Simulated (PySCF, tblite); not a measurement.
# C4H11ClGeSi2: geometry, infrared bands and NMR shifts

Wanted: the infrared bands and NMR shifts of C4H11ClGeSi2 (`[Cl][GeH2][SiH2][C@H]1C=C[SiH2]C1`), by calculation.

Computed with tblite 0.8.0 and PySCF 2.14.0, with density-fitted response routines of our own, on a single molecule in the gas phase. Atoms count from 0, in the outputs and in this text.

## 1. The starting structure

19 atoms, charge 0, multiplicity 1; geometry from: force field or distance geometry start.

Bonds of the start (Å): Cl0–Ge1 2.16, Ge1–Si2 2.32, Si2–C3 1.87, C3–C4 1.49, C4–C5 1.32, C5–Si6 1.81, Si6–C7 1.85, C7–C3 1.56, Ge1–H8 1.56, Ge1–H9 1.55, Si2–H10 1.48, Si2–H11 1.47, C3–H12 1.11, C4–H13 1.09, C5–H14 1.09, Si6–H15 1.48, Si6–H16 1.47, C7–H17 1.11, C7–H18 1.11.

## 2. Relaxing the molecule with GFN2-xTB

What the job is given:

```
{"job": {"kind": "relax", "xc": "GFN2-xTB", "basis": "xTB"}, "charge": 0, "multiplicity": 1}
Cl    -1.853600     2.440500    -0.744200
Ge    -2.249600     0.896000     0.707200
Si    -1.517300    -1.153000    -0.104900
C      0.336000    -1.129500    -0.384100
C      0.683500    -0.115400    -1.421000
C      1.416200     0.927800    -1.061600
Si     1.867700     0.855600     0.690100
C      1.114800    -0.821400     0.930700
H     -1.473000     1.208500     2.026400
H     -3.769300     0.820300     1.013500
H     -2.205100    -1.425600    -1.386600
H     -1.870500    -2.207800     0.858900
H      0.623400    -2.141200    -0.736700
H      0.325600    -0.207000    -2.450000
H      1.694100     1.740700    -1.731000
H      1.148700     1.884200     1.472300
H      3.324700     0.834400     0.893800
H      0.465300    -0.838900     1.832800
H      1.928500    -1.558900     1.070000
```

Command:

```console
OMP_NUM_THREADS=1 python probes_run.py task.json out
```

The driver reads the jobs from task.json and runs them one after another.

Log:

```text
step      E/eV     max force
  0    -656.22873    2.009
  1    -656.33229    0.565
  2    -656.36986    0.499
  3    -656.42828    0.604
  4    -656.47235    0.613
  5    -656.50006    0.317
  6    -656.51380    0.259
  7    -656.52458    0.266
  8    -656.53457    0.224
  9    -656.54217    0.233
 10    -656.54690    0.171
 11    -656.55011    0.143
 12    -656.55255    0.126
 13    -656.55418    0.094
 14    -656.55513    0.068
 15    -656.55566    0.053
 16    -656.55599    0.046
 17    -656.55631    0.045
 18    -656.55662    0.051
 19    -656.55691    0.043
 20    -656.55715    0.043
 21    -656.55736    0.044
 22    -656.55758    0.044
 23    -656.55781    0.038
 24    -656.55801    0.031
 25    -656.55817    0.030
 26    -656.55832    0.033
 27    -656.55852    0.045
 28    -656.55877    0.046
 29    -656.55902    0.040
 30    -656.55920    0.029
 31    -656.55932    0.023
 32    -656.55942    0.026
 33    -656.55955    0.028
 34    -656.55970    0.034
 35    -656.55986    0.035
 36    -656.56000    0.026
 37    -656.56013    0.027
 38    -656.56023    0.026
 39    -656.56033    0.022
 40    -656.56041    0.018
 41    -656.56050    0.024
 42    -656.56062    0.028
 43    -656.56077    0.033
 44    -656.56092    0.032
 45    -656.56105    0.024
 46    -656.56117    0.026
 47    -656.56132    0.027
 48    -656.56152    0.051
 49    -656.56177    0.060
 50    -656.56198    0.044
 51    -656.56212    0.023
 52    -656.56222    0.023
 53    -656.56233    0.029
 54    -656.56243    0.030
 55    -656.56251    0.019
 56    -656.56257    0.016
 57    -656.56262    0.017
 58    -656.56267    0.024
 59    -656.56274    0.021
 60    -656.56280    0.021
 61    -656.56286    0.021
 62    -656.56290    0.019
 63    -656.56294    0.018
 64    -656.56296    0.014
 65    -656.56298    0.012
 66    -656.56300    0.011
 67    -656.56302    0.010
 68    -656.56304    0.017
 69    -656.56307    0.015
 70    -656.56309    0.011
 71    -656.56312    0.013
 72    -656.56314    0.014
 73    -656.56317    0.018
 74    -656.56319    0.015
 75    -656.56322    0.009
```

It took 0.92 s on 1 thread of Arm Neoverse V1, shared host.

The steps of the relaxation: (not every step is listed)

```tsv
step	energy from step 0 (eV)	largest force (eV/Å)
0	0.0000	2.0088
1	-0.1036	0.5648
2	-0.1411	0.4995
3	-0.1995	0.6041
4	-0.2436	0.6127
5	-0.2713	0.3171
6	-0.2851	0.2594
7	-0.2958	0.2658
8	-0.3058	0.2237
14	-0.3264	0.0682
20	-0.3284	0.0427
26	-0.3296	0.0327
32	-0.3307	0.0260
38	-0.3315	0.0260
44	-0.3322	0.0324
50	-0.3332	0.0439
56	-0.3338	0.0163
62	-0.3342	0.0191
68	-0.3343	0.0166
70	-0.3344	0.0111
71	-0.3344	0.0130
72	-0.3344	0.0140
73	-0.3344	0.0184
74	-0.3345	0.0145
75	-0.3345	0.0094
```

Close pairs (by a distance rule), those that changed most:

```tsv
bond	before (Å)	after (Å)	change (Å)
C5–Si6	1.810	1.872	+0.061
Si6–C7	1.854	1.912	+0.058
Si2–C3	1.874	1.916	+0.042
Cl0–Ge1	2.156	2.116	-0.040
Ge1–H8	1.562	1.527	-0.036
Ge1–Si2	2.323	2.358	+0.035
Ge1–H9	1.552	1.531	-0.021
C7–H17	1.112	1.091	-0.021
```

The final coordinates are the input of the step that follows.

## 3. Infrared spectrum with GFN2-xTB

What the job is given:

```
{"job": {"kind": "ir", "xc": "GFN2-xTB", "basis": "xTB"}, "charge": 0, "multiplicity": 1}
Cl    -1.987775     2.552627    -0.558532
Ge    -2.210733     0.909784     0.755978
Si    -1.513263    -1.151683    -0.150764
C      0.385548    -1.184561    -0.403971
C      0.749568    -0.196126    -1.458457
C      1.420316     0.900789    -1.114239
Si     1.823063     0.914123     0.713420
C      1.137688    -0.861438     0.899860
H     -1.572794     1.385146     2.058782
H     -3.697836     0.944074     1.117862
H     -2.190818    -1.389509    -1.431480
H     -1.882781    -2.227417     0.777009
H      0.640785    -2.190127    -0.756023
H      0.427841    -0.408662    -2.470700
H      1.678527     1.656173    -1.837997
H      1.084461     1.902947     1.509326
H      3.254895     1.001126     1.021294
H      0.490553    -0.974973     1.771123
H      1.952951    -1.573040     1.033296
```

Log:

```text
mode    cm-1     km/mol
  1      29.8      0.33
  2      38.8      0.30
  3      72.3      0.18
  4      75.4      0.34
  5     100.0      2.25
  6     175.7      0.61
  7     251.2      1.58
  8     312.5     28.43
  9     332.6     42.43
 10     361.6      6.62
 11     380.5     17.73
 12     433.5     22.48
 13     459.0     20.28
 14     483.9     40.22
 15     502.0      6.39
 16     572.9     11.02
 17     596.2     58.33
 18     615.4      8.47
 19     626.1    125.84
 20     646.3    601.13
 21     677.0     75.03
 22     702.2    292.47
 23     730.2     23.12
 24     755.9     70.17
 25     770.3    182.01
 26     793.2     61.65
 27     809.4    165.12
 28     826.7     74.05
 29     871.0    251.04
 30     916.1      0.20
 31     968.4     30.10
 32    1064.7     20.20
 33    1092.1     33.70
 34    1136.7      2.54
 35    1178.4     29.77
 36    1208.3      7.78
 37    1271.0      1.45
 38    1306.9      3.21
 39    1487.7      5.55
 40    1626.7     58.37
 41    1746.9    369.44
 42    1817.9    585.64
 43    2206.1    409.69
 44    2214.6    345.29
 45    2218.1    290.45
 46    2231.3    301.42
 47    2902.4     41.50
 48    2958.6     52.38
 49    2990.2     27.95
 50    3032.8     46.93
 51    3094.4     29.41
```

It took 1.3 s on 1 thread of Arm Neoverse V1, shared host.

The strongest bands and the atoms that carry them (share of the mass-weighted mode):

```tsv
cm⁻¹	km/mol	atoms
646	601.1	H9 37 %, H8 12 %, H11 11 %
702	292.5	H10 17 %, Si2 15 %, H8 13 %, H11 13 %
1747	369.4	H9 62 %, H8 37 %
1818	585.6	H8 61 %, H9 37 %
2206	409.7	H15 86 %
2215	345.3	H10 89 %
2218	290.4	H11 90 %
2231	301.4	H16 87 %
```

## 4. NMR shieldings: PBE0/pcSseg-1

The job, as its differences from that of step 3:

```diff
@@ -1,2 +1,2 @@
-{"job": {"kind": "ir", "xc": "GFN2-xTB", "basis": "xTB"}, "charge": 0, "multiplicity": 1}
+{"job": {"kind": "nmr", "xc": "PBE0", "basis": "pcSseg-1"}, "charge": 0, "multiplicity": 1}
 Cl    -1.987775     2.552627    -0.558532
```

Level: GIAO PBE0/pcSseg-1 NMR shielding, non-relativistic, gas phase.

Log:

```text
coarse grid: 74472 points
cycle   1  E = -3274.0243996537  dE =  9.750e-02  |g| = 9.704e-01  |ddm| = 4.122e+00
cycle   2  E = -3273.9588468711  dE =  6.555e-02  |g| = 1.074e+00  |ddm| = 1.380e+00
cycle   3  E = -3274.1240730699  dE = -1.652e-01  |g| = 1.059e-01  |ddm| = 9.340e-01
cycle   4  E = -3274.1264736416  dE = -2.401e-03  |g| = 4.450e-02  |ddm| = 1.448e-01
cycle   5  E = -3274.1269009718  dE = -4.273e-04  |g| = 1.197e-02  |ddm| = 4.473e-02
cycle   6  E = -3274.1269356113  dE = -3.464e-05  |g| = 3.838e-03  |ddm| = 1.478e-02
cycle   7  E = -3274.1269390514  dE = -3.440e-06  |g| = 8.787e-04  |ddm| = 4.028e-03
final grid: 152560 points
cycle   8  E = -3274.1269174349  dE = -2.896e-08  |g| = 1.152e-03  |ddm| = 3.827e-03
cycle   9  E = -3274.1269170651  dE =  3.699e-07  |g| = 1.695e-03  |ddm| = 2.743e-03
cycle  10  E = -3274.1269177539  dE = -6.888e-07  |g| = 1.913e-04  |ddm| = 1.675e-03
cycle  11  E = -3274.1269177634  dE = -9.466e-09  |g| = 3.764e-05  |ddm| = 1.971e-04
cycle  12  E = -3274.1269177636  dE = -2.874e-10  |g| = 5.281e-06  |ddm| = 3.578e-05
converged SCF energy = -3274.1269177636

GIAO shielding tensors (ppm)
atom      isotropic    diamagn.    paramagn.     s11        s22        s33       span
  0 Cl    1068.499    1149.434     -80.935    976.646   1108.265   1120.586    143.940
  1 Ge    1436.017    2756.865   -1320.848   1264.258   1373.399   1670.394    406.136
  2 Si     405.767     880.172    -474.405    362.890    402.301    452.110     89.220
  3 C      151.126     252.110    -100.984    134.960    144.586    173.832     38.873
  4 C       22.353     256.560    -234.207    -96.244     24.362    138.943    235.187
  5 C       56.401     258.877    -202.476    -51.016     53.037    167.183    218.199
  6 Si     376.825     879.976    -503.151    319.019    378.904    432.553    113.534
  7 C      177.038     251.782     -74.744    160.689    169.777    200.646     39.957
  8 H       26.184      29.331      -3.147     21.062     21.340     36.149     15.087
  9 H       26.321      27.648      -1.327     18.581     21.942     38.441     19.860
 10 H       27.350      28.837      -1.487     23.492     25.326     33.232      9.740
 11 H       27.592      28.986      -1.394     23.670     25.253     33.853     10.183
 12 H       28.814      31.328      -2.514     24.089     26.736     35.618     11.529
 13 H       24.551      31.919      -7.368     22.485     24.916     26.253      3.768
 14 H       25.607      30.619      -5.012     24.026     25.580     27.215      3.188
 15 H       26.713      29.550      -2.837     22.881     26.698     30.560      7.680
 16 H       26.869      28.676      -1.807     23.241     23.925     33.440     10.199
 17 H       30.837      31.904      -1.066     26.305     30.291     35.916      9.611
 18 H       30.241      30.306      -0.065     23.865     27.398     39.460     15.595
```

Run time: 60 s. Hardware: 1 thread of Arm Neoverse V1, shared host; peak memory 1.1 GiB.

The references, computed at this level on geometries of the same kind, shield at (ppm): ¹H TMS 31.72, ¹³C TMS 186.9, ²⁹Si TMS 349.2, ⁷³Ge GeMe4 1331, ³⁵Cl HCl 950. Their shielding less the atom's gives the shift. The references are single molecules in the gas phase.

```tsv
atoms	environment	σ (ppm)	δ (ppm)
C4	alkene CH	22.4	164.6
C5	alkene CH	56.4	130.5
C3	allylic sp3 CH bonded to Si	151.1	35.8
C7	sp3 CH2 bonded to Si	177.0	9.9
H13	hydrogen on an alkene CH	24.55	7.17
H14	hydrogen on an alkene CH	25.61	6.11
H8	hydrogen on a germanium bonded to Cl, Si	26.18	5.53
H9	hydrogen on a germanium bonded to Cl, Si	26.32	5.40
H15	hydrogen on a silicon bonded to 2 C, in a 5-membered ring	26.71	5.00
H16	hydrogen on a silicon bonded to 2 C, in a 5-membered ring	26.87	4.85
H10	hydrogen on a silicon bonded to C, Ge	27.35	4.37
H11	hydrogen on a silicon bonded to C, Ge	27.59	4.13
H12	hydrogen on an allylic sp3 CH bonded to Si	28.81	2.90
H18	hydrogen on an sp3 CH2 bonded to Si	30.24	1.48
H17	hydrogen on an sp3 CH2 bonded to Si	30.84	0.88
Cl0	chlorine bonded to Ge	1068	-119
Ge1	germanium bonded to Cl, Si, 2 H	1436	-105
Si6	silicon bonded to 2 C, 2 H, in a 5-membered ring	376.8	-27.7
Si2	silicon bonded to C, Ge, 2 H	405.8	-56.6
```

Charges from the same density, by scheme (e):

```tsv
atoms	Mulliken	IAO	Hirshfeld	ESP fit
Cl0	-0.33	-0.32	-0.16	-0.21
Ge1	0.03	0.40	0.25	0.20
Si2	0.53	0.48	0.26	0.23
C3	-0.50	-0.36	-0.10	0.03
C4	-0.11	-0.12	-0.03	-0.12
C5	-0.36	-0.45	-0.15	-0.42
Si6	0.69	0.74	0.33	0.58
C7	-0.49	-0.54	-0.16	-0.50
```

Mayer bond orders: Cl0–Ge1 0.93, Ge1–Si2 0.85, Si2–C3 0.86, C3–C4 1.03, C4–C5 1.88, C5–Si6 0.92, Si6–C7 0.89, C7–C3 0.99.

Ring of atoms C3, C4, C5, Si6, C7: NICS(0) -2.5, NICS(1) -3.2, NICS(1)zz -6.4 ppm (means of both faces).

## 5. Outcome

```
                                 quantity                                                                 value
strongest single infrared mode (GFN2-xTB)                                                  646 cm⁻¹, 601 km/mol
             zero-point energy (GFN2-xTB)                                                         78.2 kcal/mol
   ¹³C shifts against TMS (PBE0/pcSseg-1)                                           164.6, 130.5, 35.8, 9.9 ppm
    ¹H shifts against TMS (PBE0/pcSseg-1)  7.17, 6.11, 5.53, 5.40, 5.00, 4.85, 4.37, 4.13, 2.90, 1.48, 0.88 ppm
  ³⁵Cl shifts against HCl (PBE0/pcSseg-1)                                                              -119 ppm
⁷³Ge shifts against GeMe4 (PBE0/pcSseg-1)                                                              -105 ppm
  ²⁹Si shifts against TMS (PBE0/pcSseg-1)                                                      -27.7, -56.6 ppm
```

Over 75 steps the energy fell by 0.334 eV; of the close pairs, C5–Si6 changed most, 1.810 to 1.872 Å. No mode is imaginary among the 51: a minimum at this level. The strongest single mode, at 646 cm⁻¹, has its largest shares on H9, H8 and H11 (the list is cut at 3 atoms). GFN2-xTB is a fitted tight-binding method: band positions and strengths are rough. Its intensities can rank the bands wrongly. At PBE0/pcSseg-1: The widest tensor belongs to Ge1: span 406 ppm, with a paramagnetic part of -1321 ppm. Spin-orbit coupling is left out, which matters for shieldings and couplings at and beside the heavy atoms.
